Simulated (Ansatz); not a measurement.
RhN:

```
Rh N
1.0
     0.00000    2.43105    2.43105
     2.43105    0.00000    2.43105
     2.43105    2.43105    0.00000
Rh N
1 1
Direct
  0.00000 0.00000 0.00000
  0.25000 0.25000 0.25000
```

The cell comes from a database or a generator and needn't be the stable form of this composition.

Base run:

| Property | Result |
| --- | --- |
| Program | Ansatz 0.2.0 |
| Functional | LDA |
| Potentials or basis | Ansatz PAW |
| Cutoff | 420 eV (not typed: the program's choice for these potentials) |
| k mesh | 7 × 7 × 7 |
| Occupations | gaussian, width 0.05 eV |
| Spin | collinear spin, program default start |
| Hubbard terms | Rh d U = 8 eV |

Its results: band gap on the k mesh none (metal or under the smearing width); pressure -15.2 GPa; net moment 1.63 μB per cell; site moments Rh +1.40; N -0.18 μB.

The run is repeated on the same cell with these changes: functional from LDA to r2SCAN; cutoff from 420 eV (not typed: the program's choice for these potentials) to 500 eV (not typed: the program's choice for these potentials); hubbard terms from Rh d U = 8 eV to Rh d U = 5 eV. What comes out?

Band gap on the k mesh none (metal or under the smearing width); pressure -20.0 GPa; net moment 0.99 μB per cell; site moments Rh +1.00; N -0.22 μB.

Several settings changed at once, so the effect can't be laid on one alone.

Caveats: the magnetic or orbital state may not be the lowest; the PAW data sets come from PBE, with cores solved anew for the run's functional, which leaves a small shift of forces and pressure.
